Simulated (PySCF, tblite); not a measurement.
# GaBH6: changes of charge

Aim: compute the changes of charge of GaBH6.

Programs: tblite 0.8.0 and PySCF 2.14.0, with routines of our own; each step states its level. All values are computed. Atoms count from 0.

## 1. The starting structure

8 atoms, charge 0, multiplicity 1; geometry from: start built from the parent or by distance geometry.

## 2. Geometry optimisation with GFN2-xTB

Job settings and geometry (Å):

```
{"job": {"kind": "relax", "xc": "GFN2-xTB", "basis": "xTB"}, "charge": 0, "multiplicity": 1}
Ga    -0.689100     0.849600     0.316600
H      0.823000    -0.013500     0.690900
B      0.681700    -0.813200    -0.299500
H     -0.438100    -0.441000    -0.915100
H     -1.879400     0.591700     1.325900
H     -0.522100     2.300100    -0.231100
H      0.489500    -1.882700     0.114600
H      1.552400    -0.572000    -1.051200
```

Started as:

```sh
> OMP_NUM_THREADS=1 python redox_run.py task.json out
```

One launch serves the whole session: the jobs run in the order shown.

The log of the run:

```text
step      E/eV     max force
  0    -148.19017    0.518
  1    -148.19705    0.293
  2    -148.20262    0.140
  3    -148.20333    0.113
  4    -148.20376    0.038
  5    -148.20386    0.038
  6    -148.20396    0.039
  7    -148.20402    0.026
  8    -148.20406    0.019
  9    -148.20408    0.012
 10    -148.20409    0.013
 11    -148.20410    0.010
 12    -148.20411    0.012
 13    -148.20412    0.011
 14    -148.20413    0.013
 15    -148.20414    0.015
 16    -148.20415    0.012
 17    -148.20416    0.008
```

Wall time 0.04 s (1 thread of Arm Neoverse V1, shared host).

Step by step:

```
step  energy from step 0 (eV)  largest force (eV/Å)
   0                   0.0000                0.5178
   1                  -0.0069                0.2933
   2                  -0.0125                0.1400
   3                  -0.0132                0.1128
   4                  -0.0136                0.0380
   5                  -0.0137                0.0379
   6                  -0.0138                0.0386
   7                  -0.0139                0.0264
   8                  -0.0139                0.0186
   9                  -0.0139                0.0116
  10                  -0.0139                0.0127
  11                  -0.0139                0.0105
  12                  -0.0139                0.0115
  13                  -0.0139                0.0114
  14                  -0.0140                0.0130
  15                  -0.0140                0.0153
  16                  -0.0140                0.0117
  17                  -0.0140                0.0084
```

Distances of close pairs at the start and the end, largest changes first:

```
  bond  before (Å)  after (Å)  change (Å)
 B2–H3       1.331      1.295      -0.036
Ga0–H1       1.781      1.813      +0.032
Ga0–H4       1.582      1.558      -0.024
 B2–H6       1.163      1.178      +0.015
 H1–B2       1.281      1.296      +0.015
Ga0–H3       1.802      1.812      +0.010
 B2–H7       1.175      1.178      +0.002
Ga0–H5       1.559      1.557      -0.002
```

The final coordinates are the input of the step that follows.

## 3. Vibrational analysis with GFN2-xTB

Job settings and geometry (Å):

```
{"job": {"kind": "ir", "xc": "GFN2-xTB", "basis": "xTB"}, "charge": 0, "multiplicity": 1}
Ga    -0.704802     0.857133     0.316876
H      0.833897    -0.018062     0.707952
B      0.667761    -0.800672    -0.311050
H     -0.428393    -0.450991    -0.906165
H     -1.871055     0.586661     1.313794
H     -0.518873     2.303743    -0.229077
H      0.490903    -1.883367     0.118293
H      1.548678    -0.575618    -1.059753
```

The log of the run:

```text
mode    cm-1     km/mol
  1     113.1     22.78
  2     340.2    108.42
  3     348.9     73.88
  4     356.9      0.77
  5     427.0    114.05
  6     598.8    126.14
  7     682.8    406.12
  8     967.2     30.67
  9    1047.4    253.86
 10    1151.5    158.43
 11    1158.0      5.10
 12    1202.1      0.01
 13    1549.7    207.90
 14    1670.2    124.90
 15    1687.9    761.99
 16    1691.4    256.52
 17    2535.6     45.74
 18    2578.5    116.14
ZPE 120.266  H(298)-E 136.754  G(298)-E 51.235 kJ/mol  S 286.83 J/(mol K)
```

Wall time 0.11 s (1 thread of Arm Neoverse V1, shared host).

The strongest bands and the atoms that carry them (share of the mass-weighted mode):

```
cm⁻¹  km/mol                               atoms
 599   126.1  H4 21 %, H5 21 %, H1 14 %, H3 14 %
 683   406.1                    H4 49 %, H5 49 %
1047   253.9  H1 21 %, H3 21 %, H6 21 %, H7 20 %
1152   158.4  H1 27 %, H3 24 %, H6 18 %, H7 18 %
1550   207.9                    H1 45 %, H3 45 %
1670   124.9                    H4 53 %, H5 39 %
1688   762.0                    H5 52 %, H4 44 %
1691   256.5                    H3 45 %, H1 45 %
```

## 4. Optimising the geometry at PBE0-D3(BJ)/def2-SVP

Settings changed since step 3:

```diff
@@ -1,2 +1,2 @@
-{"job": {"kind": "ir", "xc": "GFN2-xTB", "basis": "xTB"}, "charge": 0, "multiplicity": 1}
+{"job": {"xc": "PBE0", "basis": "def2-SVP", "d3": "d3bj", "grid": 1, "kind": "geom"}, "charge": 0, "multiplicity": 1}
 Ga    -0.704802     0.857133     0.316876
```

The log of the run:

```text
step   0  E = -1952.71265874  max force = 0.015292
step   1  E = -1952.71489485  max force = 0.009707
step   2  E = -1952.71592768  max force = 0.003329
step   3  E = -1952.71611477  max force = 0.002103
step   4  E = -1952.71615744  max force = 0.001260
step   5  E = -1952.71617894  max force = 0.000624
step   6  E = -1952.71618319  max force = 0.000219
optimisation converged
```

It took 11 s on 1 thread of Arm Neoverse V1, shared host.

The steps of the relaxation:

```
step  energy from step 0 (eV)  largest force component (eV/Å)
   0                   0.0000                          0.7863
   1                  -0.0608                          0.4992
   2                  -0.0890                          0.1712
   3                  -0.0940                          0.1081
   4                  -0.0952                          0.0648
   5                  -0.0958                          0.0321
   6                  -0.0959                          0.0113
```

Close pairs (by a distance rule), those that changed most:

```
  bond  before (Å)  after (Å)  change (Å)
Ga0–B2       2.242      2.193      -0.049
Ga0–H1       1.813      1.781      -0.032
Ga0–H3       1.812      1.781      -0.031
 B2–H7       1.178      1.208      +0.030
 B2–H6       1.178      1.208      +0.030
Ga0–H4       1.558      1.555      -0.003
 B2–H3       1.295      1.298      +0.002
Ga0–H5       1.557      1.555      -0.002
```

The next job starts from the end point, and lists it.

```
                         at the end point                 value
  point group (found at 0.08 Å tolerance)                   C2v
rotational constants (GHz, main isotopes)  59.587, 7.844, 7.385
                        dipole moment (D)                  1.58
```

## 5. Single point (GaBH₆): B3LYP-D3(BJ)/ma-def2-SVP

Geometry: PBE0-D3(BJ)/def2-SVP.

Job settings and geometry (Å):

```
{"job": {"kind": "sp", "xc": "B3LYP", "basis": "ma-def2-SVP", "d3": "d3bj", "grid": 2}, "charge": 0, "multiplicity": 1}
Ga    -0.875453     0.767155     0.063703
H      0.644354     0.250337     0.834387
B      0.773995    -0.671628    -0.068707
H     -0.231652    -0.595886    -0.885520
H     -2.085254     0.294292     0.918921
H     -0.647580     2.099465    -0.705394
H      0.679185    -1.732154     0.501615
H      1.760178    -0.392876    -0.708046
```

The log of the run:

```text
coarse grid: 27432 points
cycle   1  E = -1953.0222270925  dE = -6.069e-01  |g| = 5.803e-01  |ddm| = 2.438e+00
cycle   2  E = -1952.9941184835  dE =  2.811e-02  |g| = 7.474e-01  |ddm| = 1.079e+00
cycle   3  E = -1953.0778168317  dE = -8.370e-02  |g| = 2.457e-02  |ddm| = 6.006e-01
cycle   4  E = -1953.0779327703  dE = -1.159e-04  |g| = 1.153e-02  |ddm| = 4.160e-02
cycle   5  E = -1953.0779802567  dE = -4.749e-05  |g| = 2.036e-03  |ddm| = 1.570e-02
cycle   6  E = -1953.0779819300  dE = -1.673e-06  |g| = 3.245e-04  |ddm| = 2.934e-03
final grid: 56736 points
cycle   7  E = -1953.0779420702  dE = -3.192e-08  |g| = 3.800e-04  |ddm| = 1.523e-03
cycle   8  E = -1953.0779420663  dE =  3.914e-09  |g| = 4.784e-04  |ddm| = 7.721e-04
cycle   9  E = -1953.0779421015  dE = -3.519e-08  |g| = 4.057e-05  |ddm| = 3.595e-04
cycle  10  E = -1953.0779421020  dE = -4.293e-10  |g| = 5.790e-06  |ddm| = 4.550e-05
converged SCF energy = -1953.0779421020
```

Run time: 1.4 s. Hardware: 1 thread of Arm Neoverse V1, shared host.

## 6. Single point (GaBH₆+ (doublet)): B3LYP-D3(BJ)/ma-def2-SVP

Geometry: PBE0-D3(BJ)/def2-SVP, that of another charge or spin state.

Settings changed since step 5:

```diff
@@ -1,2 +1,2 @@
-{"job": {"kind": "sp", "xc": "B3LYP", "basis": "ma-def2-SVP", "d3": "d3bj", "grid": 2}, "charge": 0, "multiplicity": 1}
+{"job": {"kind": "sp", "xc": "B3LYP", "basis": "ma-def2-SVP", "d3": "d3bj", "grid": 2}, "charge": 1, "multiplicity": 2}
 Ga    -0.875453     0.767155     0.063703
```

The log of the run:

```text
final grid: 56736 points
cycle   1  E = -1952.6707369850  dE =  1.636e-09  |g| = 4.222e-05  |ddm| = 7.444e-05
converged SCF energy = -1952.6707369850
```

Run time: 9.8 s. Hardware: 1 thread of Arm Neoverse V1, shared host.

## 7. Geometry optimisation with GFN2-xTB

This step treats GaBH6+ (doublet).

Job settings and geometry (Å):

```
{"job": {"kind": "relax", "xc": "GFN2-xTB", "basis": "xTB"}, "charge": 1, "multiplicity": 2}
Ga    -0.859200     0.761000     0.058400
H      0.633600     0.259000     0.811400
B      0.791400    -0.679200    -0.065500
H     -0.234100    -0.581300    -0.906100
H     -2.088500     0.290500     0.930300
H     -0.658600     2.097700    -0.714200
H      0.679600    -1.726300     0.490600
H      1.771600    -0.383900    -0.703000
```

The log of the run:

```text
step      E/eV     max force
  0    -133.64986    1.128
  1    -133.70534    1.076
  2    -134.11211    1.166
  3    -134.19085    0.990
  4    -134.25585    0.523
  5    -134.27096    0.387
  6    -134.28424    0.246
  7    -134.28751    0.160
  8    -134.29043    0.169
  9    -134.29288    0.168
 10    -134.29524    0.168
 11    -134.29734    0.174
 12    -134.29954    0.145
 13    -134.30222    0.236
 14    -134.30540    0.244
 15    -134.30806    0.151
 16    -134.30984    0.121
 17    -134.31088    0.082
 18    -134.31140    0.068
 19    -134.31175    0.058
 20    -134.31200    0.048
 21    -134.31213    0.031
 22    -134.31218    0.021
 23    -134.31221    0.020
 24    -134.31223    0.021
 25    -134.31227    0.026
 26    -134.31232    0.028
 27    -134.31235    0.017
 28    -134.31235    0.005
 29    -134.31020    0.191
 30    -134.31204    0.135
 31    -134.31466    0.073
 32    -134.31488    0.057
 33    -134.31522    0.018
 34    -134.31524    0.014
 35    -134.31529    0.015
 36    -134.31530    0.013
 37    -134.31535    0.019
 38    -134.31538    0.014
 39    -134.31539    0.009
```

Wall time 0.07 s (1 thread of Arm Neoverse V1, shared host).

Step by step: (not every step is listed)

```
step  energy from step 0 (eV)  largest force (eV/Å)
   0                   0.0000                1.1277
   1                  -0.0555                1.0765
   2                  -0.4623                1.1663
   3                  -0.5410                0.9899
   4                  -0.6060                0.5230
   5                  -0.6211                0.3866
   6                  -0.6344                0.2462
   7                  -0.6377                0.1595
   8                  -0.6406                0.1693
  10                  -0.6454                0.1682
  12                  -0.6497                0.1451
  14                  -0.6555                0.2437
  16                  -0.6600                0.1205
  18                  -0.6615                0.0679
  20                  -0.6621                0.0484
  22                  -0.6623                0.0206
  24                  -0.6624                0.0214
  26                  -0.6625                0.0279
  28                  -0.6625                0.0054
  30                  -0.6622                0.1348
  32                  -0.6650                0.0566
  34                  -0.6654                0.0137
  35                  -0.6654                0.0149
  36                  -0.6654                0.0133
  37                  -0.6655                0.0185
  38                  -0.6655                0.0142
  39                  -0.6655                0.0086
```

Distances of close pairs at the start and the end, largest changes first:

```
  bond  before (Å)  after (Å)  change (Å)
Ga0–H1       1.746      2.402      +0.656
Ga0–H3       1.767      2.400      +0.633
Ga0–B2       2.194      2.556      +0.362
 B2–H3       1.330      1.216      -0.114
 H1–B2       1.294      1.216      -0.078
 B2–H7       1.206      1.193      -0.013
Ga0–H5       1.557      1.569      +0.012
 B2–H6       1.191      1.194      +0.004
```

The end geometry stands in the next job.

## 8. Vibrational analysis with GFN2-xTB

Job settings and geometry (Å):

```
{"job": {"kind": "ir", "xc": "GFN2-xTB", "basis": "xTB"}, "charge": 1, "multiplicity": 2}
Ga    -1.086912     0.959113     0.072546
H      1.009369     0.066497     0.833040
B      0.831069    -0.724018    -0.073496
H      0.073147    -0.836717    -1.017622
H     -2.130232     0.206456     0.983257
H     -1.046241     2.354479    -0.643258
H      0.467396    -1.663146     0.568616
H      1.813114    -0.461587    -0.698532
```

The log of the run:

```text
mode    cm-1     km/mol
  1      59.2     19.89
  2     155.2     12.00
  3     165.1      0.01
  4     193.6     13.51
  5     319.2     25.36
  6     397.1     43.62
  7     496.2    193.13
  8     636.5    301.55
  9     804.2      5.06
 10     808.1    275.86
 11     981.2     68.36
 12    1228.7      0.51
 13    1513.5     23.08
 14    1595.1    280.76
 15    2092.4      5.43
 16    2193.6     26.26
 17    2346.3     27.49
 18    2429.5      4.00
ZPE 110.142  H(298)-E 130.382  G(298)-E 33.031 kJ/mol  S 326.52 J/(mol K)
```

Wall time 0.11 s (1 thread of Arm Neoverse V1, shared host).

The strongest bands and the atoms that carry them (share of the mass-weighted mode):

```
cm⁻¹  km/mol                               atoms
 397    43.6  H5 33 %, H4 32 %, H3 13 %, H1 13 %
 496   193.1                    H4 54 %, H5 42 %
 636   301.6  H1 28 %, H3 28 %, B2 18 %, H6 15 %
 808   275.9  H7 34 %, H6 33 %, B2 14 %, H1 11 %
 981    68.4                    H7 46 %, H6 43 %
1595   280.8                    H5 80 %, H4 18 %
2194    26.3           H1 44 %, H3 44 %, B2 11 %
2346    27.5                    H6 49 %, H7 43 %
```

(Part 1 of 2 ends here.)
